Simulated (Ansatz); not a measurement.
BBrH5N, SMILES [NH3+][BH2-]Br, a single point from an input written key by key

With the Python package of Ansatz (0.2.0).

Input file `bbrh5n.yaml`:
```yaml
crystal:
  periodic: [false, false, false]
  atoms:
    - { symbol: "N", position_ang: [-0.7992, 0.2117, 0.0505] }
    - { symbol: B, position_ang: [0.6261, -0.3303, -0.1172] }
    - { symbol: Br, position_ang: [1.9583, 1.0014, 0.5937] }
    - { symbol: H, position_ang: [-0.994, 0.3795, 1.0633] }
    - { symbol: H, position_ang: [-1.4809, -0.4872, -0.3215] }
    - { symbol: H, position_ang: [-0.8987, 1.1073, -0.4786] }
    - { symbol: H, position_ang: [0.74, -1.355, 0.4817] }
    - { symbol: H, position_ang: [0.8484, -0.5274, -1.2719] }
basis:
  gaussian: { orbitals: def2-TZVP }
correlation:
  method: mp2
output:
  forces: true
```

At the Python prompt:
```pycon
>>> import ansatz
>>> import numpy as np
>>> import pandas as pd
>>> session = ansatz.Session.from_deck("bbrh5n.yaml")
>>> rep = session.plan(threads=1).execute().report

>>> print("reference energy %16.6f eV" % rep["reference_energy_ev"])
reference energy    -72233.598602 eV
>>> print("total energy     %16.6f eV" % rep["free_energy_ev"])
total energy        -72250.443110 eV
>>> print("occupied orbitals outside the frozen core (up, down):", rep["n_occupied"], " frozen:", rep["n_frozen"], " virtual:", rep["n_virtual"])
occupied orbitals outside the frozen core (up, down): [15, 15]  frozen: 11  virtual: [114, 114]
>>> symbols = ["N", "B", "Br", "H", "H", "H", "H", "H"]
>>> parts = rep["correlation"]
>>> for name in ("random_phase", "coupled_cluster", "perturbative"):
...     if name in parts:
...         print(f"{name:16s} {parts[name]['energy']['hartree']:12.7f} Ha")
...
>>> if "second_order" in parts:
...     pair = parts["second_order"]
...     print(f"MP2 same spin {pair['same_spin']['hartree']:.7f} Ha, opposite spin {pair['opposite_spin']['hartree']:.7f} Ha")
...
MP2 same spin -0.1606147 Ha, opposite spin -0.4584095 Ha
>>> field = rep["mean_field"]
>>> print("<S^2> =", round(abs(field["state"]["spin_squared"]), 4), " all-electron relativity setting:", field["relativity"])
<S^2> = 0.0  all-electron relativity setting: none
>>> print("passes:", field["passes"])
passes: {'evaluations': 12, 'products': 39}
>>> if "symmetry" in field:
...     print("occupied orbitals by irrep:", field["symmetry"]["occupied"])
...
occupied orbitals by irrep: [{'A': 26}, {'A': 26}]
>>> forces = np.array(rep["forces_ev_ang"])
>>> print("largest force", round(float(np.linalg.norm(forces, axis=1).max()), 4), "eV/A, rms", round(float(np.sqrt((forces ** 2).mean())), 4))
largest force 2.1436 eV/A, rms 0.708
>>> charges = rep["charge_distribution"]
>>> table = pd.DataFrame({"atom": symbols, "mulliken": charges["mulliken_charges_e"], "lowdin": charges["lowdin_charges_e"]})
>>> table.round(3)
  atom  mulliken  lowdin
0    N    -0.426   0.535
1    B    -0.200  -1.629
2   Br    -0.301   0.563
3    H     0.316   0.128
4    H     0.312   0.136
5    H     0.316   0.128
6    H    -0.009   0.069
7    H    -0.009   0.069
>>> print("dipole (e A):", np.round(charges["dipole_moment_e_ang"], 4) + 0.0)
dipole (e A): [-1.3979  0.0336 -0.0706]
```

Total energies depend on the basis set; only differences at equal settings carry meaning. The geometry is a force-field or estimated start, not a minimum of this method, and the basis set is short of its limit. The Löwdin charges here are taken after orthogonalising the functions within each atom; they differ from plain Löwdin charges, and their signs can be unphysical. Hardware and time: 6 s on 1 thread of Arm Neoverse V2, with other jobs on the host, peak memory 0.43 GiB.

(Lines on the test bed's own set-up are left out of the output.)
